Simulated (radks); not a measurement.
**Ionisation of Mg: one atom, several choices of functional**

An exercise on one series of results from a longer session: the logs are not shown, and one member is left open.

Method: scalar-relativistic Kohn-Sham, spin-polarised, spherical densities, finite nucleus; open shells are filled with parallel spins first. Code: radks (a radial shooting solver on a logarithmic mesh, Libxc functionals) version 1.

2 further runs of the same task are left out: 2 that didn't finish.

## The atom as given

| Item | Value |
| --- | --- |
| element | magnesium (Z = 12) |
| charge | 0 |
| electrons | 12 |
| configuration | [Ne] 3s2 |
| ion | Mg⁺, [Ne] 3s1 |
| choices | HCTH/407; exchange-only LDA; OLYP; r2SCAN; LDA (Slater exchange, Perdew-Wang correlation); LDA (Slater exchange, VWN5 correlation) |

The outer shells:

Mg
```
[Ne] core
3s [↑↓]
```

Mg⁺
```
[Ne] core
3s [↑ ]
```

Set-up of the first run:

Settings of this run:

```text
Z 12
configuration [Ne] 3s2
relativity scalar-relativistic
functional hcth_407
spin polarised
nucleus finite rms 3.057 fm
c 137.035999084
```

Among the steps run: HCTH/407: Mg; HCTH/407: Mg⁺; exchange-only LDA: Mg; exchange-only LDA: Mg⁺; OLYP: Mg; OLYP: Mg⁺; r2SCAN: Mg; r2SCAN: Mg⁺; LDA (Slater exchange, Perdew-Wang correlation): Mg; LDA (Slater exchange, Perdew-Wang correlation): Mg⁺; LDA (Slater exchange, VWN5 correlation): Mg; LDA (Slater exchange, VWN5 correlation): Mg⁺.

One table of the session follows, with a row left open; its other results are not shown here.

```
                                    functional  E(Mg) (hartree)  Δ-SCF (eV)  −ε(HOMO) (eV)  <r> HOMO (bohr)
                                      HCTH/407       -200.41109       8.114          4.746            3.193
                             exchange-only LDA       -198.56924       6.497          3.874            3.215
                                          OLYP       -200.40380       7.544          4.495            3.191
                                        r2SCAN       -200.37071       7.380          4.818            3.177
LDA (Slater exchange, Perdew-Wang correlation)                ?           ?              ?                ?
       LDA (Slater exchange, VWN5 correlation)       -199.46027       7.733          4.781            3.131
```

Q: Estimate the row for LDA (Slater exchange, Perdew-Wang correlation) from the others.

**Answer.** E(Mg) (hartree): -199.45615; Δ-SCF (eV): 7.737; −ε(HOMO) (eV): 4.782; <r> HOMO (bohr): 3.132. In the column «E(Mg) (hartree)» it lies between LDA (Slater exchange, VWN5 correlation) (-199.46027) and exchange-only LDA (-198.56924).
